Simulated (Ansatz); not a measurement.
From input file to script: CsNa3, space group Fm-3m in Ansatz 0.2.0.

```yaml
crystal:
  lattice:
    - [0.0, 4.731122, 4.731122]
    - [4.731122, 0.0, 4.731122]
    - [4.731122, 4.731122, 0.0]
  atoms:
    - { symbol: Cs, position: [0.0, 0.0, 0.0] }
    - { symbol: Na, position: [0.25, 0.25, 0.25] }
    - { symbol: Na, position: [0.75, 0.75, 0.75] }
    - { symbol: Na, position: [0.5, 0.5, 0.5] }
basis:
  ecutwfc: 470.0
kpoints:
  mp_grid: { grid: [4, 4, 4] }
hamiltonian:
  xc: lda
scf:
  max_iter: 60
  occupations: { method: fermi_dirac }
output:
  dos: { de: 0.05, method: { smearing: { sigma: 0.1 } }, projected: true }
  stress: true
  eigenvalues: true
```

The program run on that file:
```console
$ ansatz run input.yaml --threads 1 --pin off --max-ram 3072MiB --backend cpu --events-out ev --progress --plain --runs-dir out
Engine: ansatz 0.2.0, x86_64-unknown-linux-gnu
Pseudopotentials: kind: paw
Pseudopotential: Cs, paw, valence charge 9, recommended cutoff 420 eV (normal), Cs.paw.azcp
Pseudopotential: Na, paw, valence charge 9, recommended cutoff 420 eV (normal), Na.paw.azcp
Functional definition: SPW92
  exchange = slater_x
  correlation = pw_c
Crystal: 4 atoms, lattice volume = 211.798 Å³
Basis set: ecut = 470 eV, 4909 PW (Γ)
Bands: 22, of which v1, the nominal top of the filled ones, is band 18 counted from 1 (17 counted from 0)
Symmetry: 48 space group operations
Space group: Fm-3m (ITA 225), of the structure as read, at distance tolerance 6.0e-5 Å
k-points: 8 of 64
Non-local potential: Cs, projectors of the file, l = 0: 3, l = 1: 2, l = 2: 2, l = 3: 2
Non-local potential: Na, projectors of the file, l = 0: 3, l = 1: 2, l = 2: 1
PAW form: soft (Blöchl's): semilocal exchange-correlation on the pseudo side does not see the compensation charge
PAW frozen core: Cs, regenerated for the run's functional, and the local potential with it (the file was generated under x = pbe(κ = 0.804, μ = 0.2195149727645171), c = pbe(β = 0.06672455060314922))
PAW frozen core: Na, regenerated for the run's functional, and the local potential with it (the file was generated under x = pbe(κ = 0.804, μ = 0.2195149727645171), c = pbe(β = 0.06672455060314922))
PAW one-centre angular grid: Cs, 194 points (default); XC on 64 Gauss nodes
PAW one-centre angular grid: Na, 110 points (default); XC on 64 Gauss nodes
Initial density: superposition of atomic densities (neutral atoms: chi_scale 0, normalization atom), corrected by the library's trained network
Initial wavefunctions: pseudopotential atomic-orbital guess
Functional: x = slater, c = lda
SCF iter   1: F=—  HF=-9904.441322 eV  |F-HF|=—  |Δ(HF+E_count)|=         —  Δρ=4.07e-3  dr2=2.20e-2  ethr=1.77e-3  ⟨swp⟩=6.0  Hψ=916  notcnv=0
preconditioner: auto → Kerker (q_TF=auto, 2.031 Å⁻¹)  [metal: Δε(μ)=0.178 eV  Ē_g=2.283 eV  σ=0.100 eV  W_gap=0.40  n_scr=26 (ndim 8)  ℏωp=5.1 eV  f_vac=0.000  D(μ)=3.49/eV (n_scr^D=14)]
SCF iter   2: F=—  HF=-9904.432280 eV  |F-HF|=—  |Δ(HF+E_count)|=   9.04e-3  Δρ=1.46e-3  dr2=7.73e-3  ethr=6.11e-5  ⟨swp⟩=2.0  Hψ=331  notcnv=0
SCF iter   3: F=—  HF=-9904.431020 eV  |F-HF|=—  |Δ(HF+E_count)|=   1.26e-3  Δρ=6.36e-4  dr2=3.32e-3  ethr=2.15e-5  ⟨swp⟩=1.1  Hψ=177  notcnv=0
SCF iter   4: F=—  HF=-9904.429744 eV  |F-HF|=—  |Δ(HF+E_count)|=   1.28e-3  Δρ=1.98e-4  dr2=1.93e-4  ethr=9.23e-6  ⟨swp⟩=2.0  Hψ=197  notcnv=0
SCF iter   5: F=—  HF=-9904.429691 eV  |F-HF|=—  |Δ(HF+E_count)|=   5.31e-5  Δρ=5.82e-5  dr2=9.82e-6  ethr=5.36e-7  ⟨swp⟩=2.9  Hψ=301  notcnv=0
SCF iter   6: F=—  HF=-9904.429659 eV  |F-HF|=—  |Δ(HF+E_count)|=   3.27e-5  Δρ=2.85e-5  dr2=2.10e-6  ethr=2.73e-8  ⟨swp⟩=2.0  Hψ=316  notcnv=0
SCF iter   7: F=—  HF=-9904.429659 eV  |F-HF|=—  |Δ(HF+E_count)|=   7.72e-8  Δρ=9.67e-6  dr2=4.65e-7  ethr=5.84e-9  ⟨swp⟩=2.0  Hψ=288  notcnv=0
SCF iter   8: F=-9904.429658 eV  HF=-9904.429659 eV  |F-HF|=2.02e-8  |Δ(HF+E_count)|=   6.68e-8  Δρ=1.96e-6  dr2=3.21e-8  ethr=2.78e-10  ⟨swp⟩=4.4  Hψ=810  notcnv=0
SCF 1 converged in 8 iterations: F = -9904.429658 eV  dr2 = 3.21e-8
  greatest PAW one-centre occupation: 0.999 electrons in one spin orbital (limit 2), on the Na atom at site 2 (counted from 0), in its partial waves of l = 0
SCF converged after 8 iterations
Free energy (F): -9904.429658 eV
Harris-Foulkes:  -9904.429659 eV  (|F-HF|=2.02e-8)
Internal energy: -9904.317989 eV  (E = F + TS)
E sigma→0 (E₀):  -9904.373824 eV
Entropy (-TS):   -0.111670 eV (-27.917 meV/atom)
Fermi energy:    1.869084 eV
--- Per-component energies (eV) ---
  E_band       = -811.829798
  E_kinetic    = 501.504978
  E_local      = -4867.826354  (includes V_loc(G=0)·N_el)
  E_nonlocal   = 382.242242
  E_hartree    = 1793.584722
  E_xc         = -283.051305
  E_vxc        = -270.046504  (∫ρ·V_xc dr)
  E_paw        = -5637.093102  (= ΣΔE_a)
  E_vpaw       = -144.877533  (= ΣTr[D̂ρ^β])
  E_aug_tail   = 0.000013  (compensation charges beyond the density's cutoff)
  E_ewald      = -1794.372409
  E_core_change = 0.693226  (= ΣΔE_core)
  E_smearing   = -0.111670  (= −TS)
  E_closure    = 0.000000  (closes the sum)
  Σ components = -9904.429658   (vs F -9904.429658, Δ=0.00e0)
--- Stress (GPa, compression-positive) ---
       -0.540682       0.000000      -0.000000
        0.000000      -0.540682      -0.000000
        0.000000      -0.000000      -0.540682
  P = ⅓ Tr σ = -0.5407 GPa (-5.407 kbar)
--- Band table (eV; the first three rows and the last of 8) ---
  k-point 0: bands = ["-50.8200", "-50.8200", "-50.7091", "-23.3263", "-23.3263", "-23.3263", "-23.3254", "-23.3254", "-23.3254", "-23.2121", "-23.2121", "-23.2121", "-21.3901", "-8.1640", "-8.1640", "-8.1640", "-0.6668", "3.1135", "3.1135", "3.1135", "4.2558", "4.2640"]
  k-point 1: bands = ["-50.8200", "-50.8200", "-50.7091", "-23.3263", "-23.3262", "-23.3262", "-23.3255", "-23.3255", "-23.3255", "-23.2121", "-23.2121", "-23.2121", "-21.3899", "-8.1762", "-8.1656", "-8.1656", "-0.2918", "2.0509", "3.0959", "3.0959", "3.8831", "3.8875"]
  k-point 2: bands = ["-50.8200", "-50.8200", "-50.7091", "-23.3260", "-23.3259", "-23.3259", "-23.3259", "-23.3259", "-23.3259", "-23.2121", "-23.2121", "-23.2121", "-21.3896", "-8.1883", "-8.1673", "-8.1673", "0.6704", "0.7559", "2.9366", "2.9366", "3.8702", "4.2087"]
  k-point 7: bands = ["-50.8200", "-50.8200", "-50.7091", "-23.3267", "-23.3265", "-23.3259", "-23.3259", "-23.3252", "-23.3252", "-23.2121", "-23.2121", "-23.2121", "-21.3895", "-8.1799", "-8.1799", "-8.1727", "1.2526", "1.4699", "1.4699", "1.9668", "4.0226", "4.0226"]
```

The script, `scf_csna3.py`:
```python
"""Single point of CsNa3."""

from collections import defaultdict

import ansatz as az
from ase import Atoms
from ase.data import atomic_numbers
import numpy as np
import spglib

atoms = Atoms(
    ["Cs", "Na", "Na", "Na"],
    scaled_positions=[
        (0.0, 0.0, 0.0),
        (0.25, 0.25, 0.25),
        (0.75, 0.75, 0.75),
        (0.5, 0.5, 0.5),
    ],
    cell=[
        (0.0, 4.731122, 4.731122),
        (4.731122, 0.0, 4.731122),
        (4.731122, 4.731122, 0.0),
    ],
    pbc=True,
)
cell = az.Crystal.from_ase(atoms)

# functional, basis and sampling
setup = cell.calculation()
setup = setup.functional("LDA")
setup = setup.basis(470)
setup = setup.kpoints(4, 4, 4)
setup = setup.occupations(az.OccupationsMethod.FERMI_DIRAC)
setup = setup.scf(max_iterations=60)
setup = setup.density_of_states(energy_step=0.05, method="smearing", broadening_width=0.1, projected=True)
setup = setup.band_table()
setup = setup.stress()
result = setup.run(threads=1, pin="off")
data = result.report

for key in ("converged", "n_iterations", "n_electrons", "n_kpoints", "n_pw", "n_symmetry_ops", "free_energy_ev", "fermi_energy_ev"):
    print(f"{key:18s} {data[key]}")

dos = result.density_of_states()
energy = np.asarray(dos.energies_ev) - dos.fermi_ev
projected = result.projected_density_of_states()
by_shell = defaultdict(float)
for site in projected.sites:
    for shell in site.shells:
        for part in shell.curves:
            by_shell[f"{site.species} {'spdf'[shell.l]}"] += np.sum(part.g_bin_mean_per_ev, axis=0)
print("E - E_F  " + " ".join(f"{name:>7s}" for name in by_shell))
for e in np.arange(-8, 8 + 0.1, 1.0):
    print(f"{e:7.1f}  " + " ".join(f"{np.interp(e, energy, curve):7.3f}" for curve in by_shell.values()))

edges = data.get("band_edges_ev")
if edges:
    print(f"band edges on the mesh: {edges[0]:.3f} and {edges[1]:.3f} eV, gap {edges[1] - edges[0]:.3f} eV")
else:
    print("no band edges reported (a metal, or a gap too narrow for this smearing); Fermi level", round(data["fermi_energy_ev"], 3), "eV")

# principal values and the von Mises stress of the deviator
principal = np.linalg.eigvalsh(np.array(data["stress_gpa"]))
mises = np.sqrt(0.5 * sum((principal[i] - principal[i - 1]) ** 2 for i in range(3)))
print("principal stresses (GPa, compression positive):", np.round(principal, 3))
print(f"mean {principal.mean():.3f} GPa, von Mises {mises:.3f} GPa, PV = {principal.mean() * data['setup']['cell_volume_ang3'] / 160.21766:.4f} eV")

spg_cell = (result.lattice.cell_ang, [s.position_frac for s in result.lattice.sites], [atomic_numbers[s.symbol] for s in result.lattice.sites])
# space group as spglib finds it
for tolerance in (1e-5, 1e-3, 1e-1):
    print(f"symprec {tolerance:g} A: {spglib.get_spacegroup(spg_cell, symprec=tolerance)}")
print("operations used by the run:", data["n_symmetry_ops"])
```

`python scf_csna3.py` gives:
```text
converged          True
n_iterations       8
n_electrons        36.0
n_kpoints          8
n_pw               4909
n_symmetry_ops     48
free_energy_ev     -9904.429658493518
fermi_energy_ev    1.8690840700067375
E - E_F     Cs s    Cs p    Na s    Na p
   -8.0    0.000   0.000   0.000   0.000
   -7.0    0.000   0.000   0.000   0.000
   -6.0    0.000   0.000   0.000   0.000
   -5.0    0.000   0.000   0.000   0.000
   -4.0    0.000   0.000   0.000   0.000
   -3.0    0.000   0.000   0.000   0.000
   -2.0    0.337   0.010   0.646   0.001
   -1.0    0.069   0.007   0.356   0.001
    0.0    0.833   0.012   1.988   0.003
    1.0    0.149   0.002   0.100   0.000
    2.0    0.186   0.002   1.603   0.000
    3.0    0.000   0.000   0.000   0.000
    4.0    0.000   0.000   0.000   0.000
    5.0    0.000   0.000   0.000   0.000
    6.0    0.000   0.000   0.000   0.000
    7.0    0.000   0.000   0.000   0.000
    8.0    0.000   0.000   0.000   0.000
no band edges reported (a metal, or a gap too narrow for this smearing); Fermi level 1.869 eV
principal stresses (GPa, compression positive): [-0.541 -0.541 -0.541]
mean -0.541 GPa, von Mises 0.000 GPa, PV = -0.7147 eV
symprec 1e-05 A: Fm-3m (225)
symprec 0.001 A: Fm-3m (225)
symprec 0.1 A: Fm-3m (225)
operations used by the run: 48
```

Absolute energies stand on the zero of these potentials, so only differences at equal settings mean something. A total without «per atom» is that of the cell as typed. For a metal this k-point mesh is coarse: on a finer one energies can move by several to tens of meV an atom and pressures by half a GPa or more, differences at one mesh by less. The zero of the levels is a convention of the potentials, so an absolute Fermi energy is no work function. Projections exist only for the shells that the potentials hold, some of them semicore, and samples at single energies can miss narrow peaks. The empty d shell of the heavier alkali and alkaline-earth atoms, which makes much of a conduction band, may have no channel. The structure comes from a database of computed cells and needn't be a stable or known phase. Gaps and levels are Kohn-Sham values on a finite set of k-points, without spin-orbit coupling. The computed bands are complete only to about 1.5 eV above the Fermi level; beyond that the density of states is undercounted. The whole script took 2 s on 1 thread of Intel(R) Xeon(R) 6975P-C (Granite Rapids), with other jobs on the host, peak memory 0.49 GiB.

(A comment or docstring line of the script was reworded after the run, the code is as it ran; lines on the test bed's own set-up are left out of the output.)
